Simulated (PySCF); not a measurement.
# CoH₆S₆ (-2): ligand-field states, part 3 of 3

PySCF 2.14.0. Atoms count from 0.

### Step 8. Ligand-field states: state-averaged CASSCF (bond length × 1.09) in water

The job: settings as JSON, then the geometry in Å.

```
{"job": {"kind": "lf", "basis": {"metal": "x2c-TZVPall", "ligand": "x2c-SVPall"}, "nevpt": true, "solvent": "water", "reuse": true}, "charge": -2, "metal": "Co", "open_shell": "d5"}
Co     0.000000     0.000000     0.000000
S      0.000000     0.000000     2.474300
H      1.320000     0.000000     2.724300
S      0.000000     0.000000    -2.474300
H     -1.320000     0.000000    -2.724300
S      2.474300     0.000000     0.000000
H      2.724300     1.320000     0.000000
S     -2.474300     0.000000     0.000000
H     -2.724300    -1.320000     0.000000
S      0.000000     2.474300     0.000000
H      0.000000     2.724300     1.320000
S     -0.000000    -2.474300     0.000000
H     -0.000000    -2.724300    -1.320000
```

With the program's defaults for keys left out, this is: state-averaged CASSCF of the metal d shell, SC-NEVPT2 on the averaged canonical orbitals, state-interaction spin-orbit coupling.

The program printed:

```text
basis functions 186, electrons 131, active (5e, 5o)
start from the orbitals of the previous structure
stage 1: DIIS on the effective Fock matrix, level shift 0.30
cycle   1  E = -3784.6772204772  dE = -3.785e+03  max|g| = 2.228e+00
cycle   2  E = -3785.5632240219  dE = -8.860e-01  max|g| = 2.490e-01
cycle   3  E = -3785.7558755052  dE = -1.927e-01  max|g| = 6.072e-01
cycle   4  E = -3785.3171405695  dE =  4.387e-01  max|g| = 5.349e-01
cycle   5  E = -3782.7901116160  dE =  2.527e+00  max|g| = 1.706e+00
cycle   6  E = -3781.7980957145  dE =  9.920e-01  max|g| = 2.254e+00
cycle   7  E = -3781.7838747664  dE =  1.422e-02  max|g| = 2.281e+00
cycle   8  E = -3781.8181451066  dE = -3.427e-02  max|g| = 2.277e+00
cycle   9  E = -3781.8398081097  dE = -2.166e-02  max|g| = 2.271e+00
cycle  10  E = -3781.9581960075  dE = -1.184e-01  max|g| = 1.946e+00
...
cycle  32  E = -3786.1375515757  dE = -7.196e-04  max|g| = 6.679e-03
cycle  33  E = -3786.1379947265  dE = -4.432e-04  max|g| = 7.536e-03
cycle  34  E = -3786.1382075308  dE = -2.128e-04  max|g| = 2.558e-03
cycle  35  E = -3786.1382497232  dE = -4.219e-05  max|g| = 9.912e-04
cycle  36  E = -3786.1382656040  dE = -1.588e-05  max|g| = 8.436e-04
cycle  37  E = -3786.1382683204  dE = -2.716e-06  max|g| = 3.079e-04
cycle  38  E = -3786.1382692985  dE = -9.781e-07  max|g| = 1.325e-04
cycle  39  E = -3786.1382695145  dE = -2.160e-07  max|g| = 1.001e-04
cycle  40  E = -3786.1382695818  dE = -6.731e-08  max|g| = 4.361e-05
cycle  41  E = -3786.1382695921  dE = -1.038e-08  max|g| = 1.596e-05
cycle  42  E = -3786.1382695934  dE = -1.280e-09  max|g| = 7.099e-06
converged average energy = -3786.1382695934

 mult deg   label        CASSCF/cm-1   NEVPT2/cm-1
   2   1   2Ag                 0.0           0.0
   2   1   2Ag            -78628.1     1979423.9
   2   2   2Eg            -78552.0     1981421.9
   4   2   4Eg           -142451.9     2045273.3
   4   1   4Ag           -142491.9     2045759.8
   2   1   2Ag            -74663.3     2052566.1
   2   1   2Ag           -135870.3     2054109.0
   2   2   2Eg           -135898.1     2054793.0
   2   2   2Eg            -74490.1     2056594.6
   2   1   2Ag            -86853.0     2060230.2
   2   1   2Ag            -74493.1     2061270.8
   2   2   2Eg            -86859.7     2064771.6
   2   2   2Eg           -129351.3     2064928.1
   4   2   4Eg           -136291.9     2065111.1
   4   1   4Ag           -136314.4     2066914.0
   4   1   4Ag            -96513.5     2068959.2
   2   1   2Ag           -129595.7     2069500.5
   2   1   2Ag           -115063.3     2071405.0
   2   1   2Ag           -124454.0     2075666.6
   2   2   2Eg           -124508.8     2076289.5
   4   2   4Eg            -96566.1     2077616.4
   2   1   2Ag           -124348.2     2078411.0
   6   1   6Ag           -168455.5     2078731.6
   2   1   2Ag            -93928.5     2080510.0
   4   1   4Ag           -100908.6     2080859.1
   2   1   2Ag            -82236.7     2081197.7
   2   2   2Eg            -82066.9     2082479.8
   4   2   4Eg           -101149.5     2083665.4
   2   2   2Eg           -125045.3     2084768.0
   2   1   2Ag           -125059.7     2085230.0
   4   1   4Ag           -140668.4     2085778.1
   2   2   2Eg           -124743.1     2086398.0
   4   1   4Ag           -154545.2     2087097.8
   4   2   4Eg           -152331.9     2087117.3
   2   1   2Ag            -86152.4     2087479.2
   4   2   4Eg           -140648.8     2087708.6
   2   1   2Ag           -131184.6     2089959.8
   4   1   4Ag           -144156.1     2090140.3
   2   2   2Eg           -118891.6     2090976.9
   2   2   2Eg            -81410.6     2091924.6
   2   1   2Ag           -146799.5     2092183.2
   2   2   2Eg            -94202.9     2093096.5
   2   2   2Eg            -93980.6     2095152.5
   2   1   2Ag           -130990.5     2098020.3
   2   2   2Eg           -130999.8     2099416.9
   2   1   2Ag           -129054.3     2100839.8
   2   2   2Eg           -128786.2     2101237.9
   2   1   2Ag           -133854.7     2102763.0
   2   1   2Ag           -128863.6     2102903.4
   2   2   2Eg           -133827.2     2102994.7
   2   2   2Eg           -134279.1     2103412.4
   2   2   2Eg           -130374.0     2103515.9
   4   2   4Eg           -139235.4     2103714.8
   2   2   2Eg           -103171.7     2107869.6
   2   1   2Ag           -103561.4     2108038.6
   2   1   2Ag           -127364.6     2108743.1
   2   2   2Eg           -127364.5     2109041.1
   2   2   2Eg           -111996.5     2110701.7
   2   1   2Ag           -112606.7     2112451.2
   2   1   2Ag           -112206.1     2112774.9

spin-orbit levels / cm-1
      0.00  x2  2Ag 1.00
1979385.37  x2  2Ag 0.98
1981272.09  x2  2Eg 0.98
1981591.34  x2  2Eg 1.00
2045152.78  x2  4Eg 1.00
2045210.68  x2  4Eg 0.98
2045272.98  x2  4Eg 0.96 4Ag 0.04
2045349.90  x2  4Eg 0.98
2045751.79  x2  4Ag 0.98
2045765.41  x2  4Ag 0.95 4Eg 0.05
2052554.52  x2  2Ag 1.00
2054073.87  x2  2Ag 0.98
2054689.40  x2  2Eg 1.00
2054879.57  x2  2Eg 0.98
2056542.12  x2  2Eg 1.00
2056624.15  x2  2Eg 1.00
2060217.81  x2  2Ag 1.00
2061260.74  x2  2Ag 1.00
2064728.58  x2  2Eg 0.62 2Eg 0.32 4Eg 0.05
2064741.28  x2  2Eg 0.90 2Eg 0.07
2064796.17  x2  2Eg 0.44 2Eg 0.37 4Eg 0.19
2064836.00  x2  4Eg 0.82 2Eg 0.13 2Eg 0.05
2064944.84  x2  2Eg 0.57 4Eg 0.38 2Eg 0.04
2065057.37  x2  4Eg 0.74 2Eg 0.23
2065198.63  x2  4Eg 0.76 2Eg 0.21 4Ag 0.03
2065324.72  x2  4Eg 0.97
2066942.26  x2  4Ag 0.98
2066977.81  x2  4Ag 0.96 4Eg 0.04
2068942.17  x2  4Ag 1.00
2068942.91  x2  4Ag 0.99
```

It took 33 s on 1 thread of Arm Neoverse V1, shared host; peak memory 0.53 GiB.

Warnings kept with the result: an active orbital is not mainly the metal shell.

An active orbital is only 42 % metal, under the run's own bar for a metal shell, so levels, ζ, ground spin and magnetism of this run may not be those of the metal's shell and are not read here.

### Step 9. Summary of results

What follows sums up all 3 parts.

| quantity | value |
| --- | --- |
| ligand-field states | no level gives a usable value |

What this shows: Steps 2, 3, 4, 5, 6, 7, 8 are set aside: its active space failed the test for the metal's shell.
